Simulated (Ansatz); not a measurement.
I need a single point in a Gaussian basis of C2H5ClS2Si, SMILES Cl[SiH]1SCCS1. Use Ansatz's Python interface. Use: PBE0, 6-31G* basis, multiplicity 1.

Input file `c2h5cls2si.xyz`:
```text
11

Cl    2.93390   -0.30570    1.53560
Si    1.37920    0.77480    0.64300
S     1.08310    0.10100   -1.36090
C    -0.41350   -0.81470   -0.86620
C    -1.29390    0.02940    0.05600
S    -0.45950    0.35520    1.64410
H     1.66470    2.21690    0.66230
H    -0.98470   -1.07610   -1.78160
H    -0.12240   -1.75870   -0.35700
H    -2.23960   -0.51500    0.26070
H    -1.54740    0.99300   -0.43610
```

`c2h5cls2si.py`
```python
"""Single point of C2H5ClS2Si in a Gaussian basis."""

import json

import ansatz as az

BASIS = "6-31G*"
FUNCTIONAL = "PBE0"

mol = az.Crystal.molecule_from_extxyz("c2h5cls2si.xyz")

job = (
    mol.calculation()
    .basis(gaussian=BASIS)
    .functional(FUNCTIONAL)
    .scf(lower_state_search="standard")
)
print(job.to_yaml())
out = job.run(threads=1, backend="cpu")
summary = out.report

print(f"E = {summary['free_energy_ev']:.6f} eV = {summary['free_energy_ev'] / 27.211386246:.7f} Ha")
print("converged:", summary["converged"], " doubts:", summary["published_state_doubts"] or "none")

field = summary["mean_field"]
print("<S^2> =", round(abs(field["state"]["spin_squared"]), 4), " relativity:", field["relativity"])
print("passes:", field["passes"])
if "symmetry" in field:
    print("occupied orbitals by irrep:", field["symmetry"]["occupied"])
with open("c2h5cls2si.json", "w") as handle:
    json.dump({k: summary[k] for k in ("free_energy_ev", "reference_energy_ev", "n_occupied", "n_virtual")}, handle, indent=1)
```

Running `python c2h5cls2si.py` prints:
```text
crystal:
  periodic: [false, false, false]
  atoms:
    - { symbol: Cl, position_ang: [2.9339, -0.3057, 1.5356] }
    - { symbol: Si, position_ang: [1.3792, 0.7748, 0.643] }
    - { symbol: S, position_ang: [1.0831, 0.101, -1.3609] }
    - { symbol: C, position_ang: [-0.4135, -0.8147, -0.8662] }
    - { symbol: C, position_ang: [-1.2939, 0.0294, 0.056] }
    - { symbol: S, position_ang: [-0.4595, 0.3552, 1.6441] }
    - { symbol: H, position_ang: [1.6647, 2.2169, 0.6623] }
    - { symbol: H, position_ang: [-0.9847, -1.0761, -1.7816] }
    - { symbol: H, position_ang: [-0.1224, -1.7587, -0.357] }
    - { symbol: H, position_ang: [-2.2396, -0.515, 0.2607] }
    - { symbol: H, position_ang: [-1.5474, 0.993, -0.4361] }
basis:
  gaussian:
    orbitals: "6-31G*"
hamiltonian:
  xc: pbe0
scf:
  lower_state_search: standard

E = -44210.203820 eV = -1624.6950236 Ha
converged: True  doubts: none
<S^2> = 0.0  relativity: none
passes: {'evaluations': 15, 'products': 13}
occupied orbitals by irrep: [{'A': 40}, {'A': 40}]
```

File `c2h5cls2si.json` afterwards:
```json
{
 "free_energy_ev": -44210.2038203981,
 "reference_energy_ev": -44210.2038203981,
 "n_occupied": [
  40,
  40
 ],
 "n_virtual": [
  76,
  76
 ]
}
```

Reading the output:
- These settings explore the input space; basis and method may be short of convergence.
- The geometry is a force-field or estimated start, not a minimum of this method, and the basis set is short of its limit.
- It ran for 6 s on 1 thread of Arm Neoverse V2, with other jobs on the host, peak memory 0.34 GiB.

(Lines on the test bed's own set-up are left out of the output.)
